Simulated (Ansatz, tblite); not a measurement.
**The cluster B8Sb8: one state, many levels**

Aim: run the singlet of the cluster B8Sb8 at one geometry on many levels, and compare frontier levels, spin and run time.

The runs use Ansatz 0.2.0, Gaussian basis; as each input shows.

Levels to be run: GFN1-xTB, GFN2-xTB, PBE-D4/def2-TZVP, r2SCAN-D4/def2-TZVP, PBE-QIDH/def2-TZVP, PBE-D4/def2-SVP, PBE0-D4/def2-SVP, MP2/def2-SVP, RPA/def2-SVP.

2 further runs of the same task are left out: 2 set aside as unsound or not needed.

## 1. The relaxed structure

The singlet was relaxed beforehand with PBE-D4/def2-SVP. At that level it is the lowest of the isomers that a small search found.

16 atoms, charge 0, spin multiplicity 1.

Bond lengths: B1–B2 1.765 Å, B1–Sb10 2.349 Å, B1–Sb11 2.291 Å, B1–Sb12 2.233 Å, B2–B3 1.720 Å, B2–B5 1.716 Å, B2–B7 1.909 Å, B2–B8 1.849 Å, B2–Sb10 2.426 Å, B2–Sb11 2.432 Å, B3–B4 1.836 Å, B3–B7 1.808 Å, B3–B8 1.752 Å, B3–Sb12 2.292 Å, B4–B6 1.891 Å, B4–B7 1.616 Å, B4–Sb16 2.201 Å and more. Angles: B2–B1–Sb10 70.7°, B2–B1–Sb11 72.4°, B2–B1–Sb12 121.1°, Sb10–B1–Sb11 106.9°, Sb10–B1–Sb12 118.5°, Sb11–B1–Sb12 134.7°, B1–B2–B3 67.7°, B1–B2–B5 130.6°, B1–B2–B7 113.8°, B1–B2–B8 94.9°, B1–B2–Sb10 66.0°, B1–B2–Sb11 63.9°, B3–B2–B5 117.2°, B3–B2–B7 59.5° and more.

Sb takes a core potential in the def2 sets. No spin-orbit coupling is included.

PBE0-D4/def2-TZVP was run before; its log isn't repeated, and its numbers join the tables.

## 2. GFN1-xTB

Tight binding, by tblite at 300 K electronic temperature and without a spin-polarisation term:

```python
tblite.interface.Calculator('GFN1-xTB', numbers, positions, charge=0, uhf=0).singlepoint()
```

Energy -855.8484 eV, HOMO -8.15 eV, LUMO -6.99 eV; 0.12 s.

## 3. GFN2-xTB

Tight binding, by tblite at 300 K electronic temperature and without a spin-polarisation term:

```python
tblite.interface.Calculator('GFN2-xTB', numbers, positions, charge=0, uhf=0).singlepoint()
```

Energy -746.5242 eV, HOMO -7.67 eV, LUMO -6.64 eV; 0.16 s.

## 4. PBE-D4/def2-TZVP

start.molden holds the orbitals of an earlier run on this state, given as this run's starting guess.

Input file in.yaml:

```yaml
crystal:
  periodic: [false, false, false]
  atoms:
    - {symbol: B, position_ang: [0.890138, -1.764828, 0.226633]}
    - {symbol: B, position_ang: [0.789785, -0.193291, -0.569513]}
    - {symbol: B, position_ang: [0.522096, -0.084678, 1.126201]}
    - {symbol: B, position_ang: [-1.312244, -0.038391, 1.186749]}
    - {symbol: B, position_ang: [-0.418080, 0.462637, -1.597399]}
    - {symbol: B, position_ang: [-1.758936, -0.006849, -0.650729]}
    - {symbol: B, position_ang: [-0.583933, 0.936804, 0.124327]}
    - {symbol: B, position_ang: [2.014420, 0.627471, 0.547024]}
    - {symbol: Sb, position_ang: [-2.991134, -1.815330, -0.448713]}
    - {symbol: Sb, position_ang: [3.042979, -1.079985, -0.417219]}
    - {symbol: Sb, position_ang: [-0.323214, -2.038453, -1.697376]}
    - {symbol: Sb, position_ang: [0.450920, -1.985434, 2.405000]}
    - {symbol: Sb, position_ang: [0.441406, 2.406512, -2.512494]}
    - {symbol: Sb, position_ang: [-0.549628, 3.250820, 0.065631]}
    - {symbol: Sb, position_ang: [2.235763, 2.808200, -0.181129]}
    - {symbol: Sb, position_ang: [-2.450358, -1.485216, 2.393016]}
basis:
  gaussian: {orbitals: def2-TZVP, fitting: {mean_field: def2-universal-jkfit}, initial_orbitals: start.molden}
hamiltonian: {xc: pbe, dispersion: d4}
scf: {omitted_lower_state_checks: [starts]}
output: {forces: true, orbitals: {seedname: orbitals}}
```

Run with:

```console
> ansatz run in.yaml --threads 2 --pin off --events-out ev --progress --plain --max-ram 32768MiB --backend cuda --devices 0, --max-vram 18GiB
```

Further steps of the session: r2SCAN-D4/def2-TZVP; PBE-QIDH/def2-TZVP; PBE-D4/def2-SVP; PBE0-D4/def2-SVP; MP2/def2-SVP; RPA/def2-SVP.

**Question.** What will the summary of the whole plan be? Wanted: gap in def2-TZVP, named functionals, smallest and largest; correlation energy, MP2/def2-SVP; binding an atom, functionals in def2-TZVP; PBE0 total energy, smallest basis above largest.

As calculated:

```
                                                 quantity                                 value
gap in def2-TZVP, named functionals, smallest and largest   1.19 eV (PBE-D4), 2.43 eV (PBE0-D4)
                         correlation energy, MP2/def2-SVP                             -48.38 eV
                binding an atom, functionals in def2-TZVP  3.72 (r2SCAN-D4) to 3.98 eV (PBE-D4)
          PBE0 total energy, smallest basis above largest         6.69 eV (def2-SVP, def2-TZVP)
```

What this shows: Over the named functionals in def2-TZVP the gap runs from 1.19 eV (PBE-D4) to 2.43 eV (PBE0-D4); exact exchange widens it.
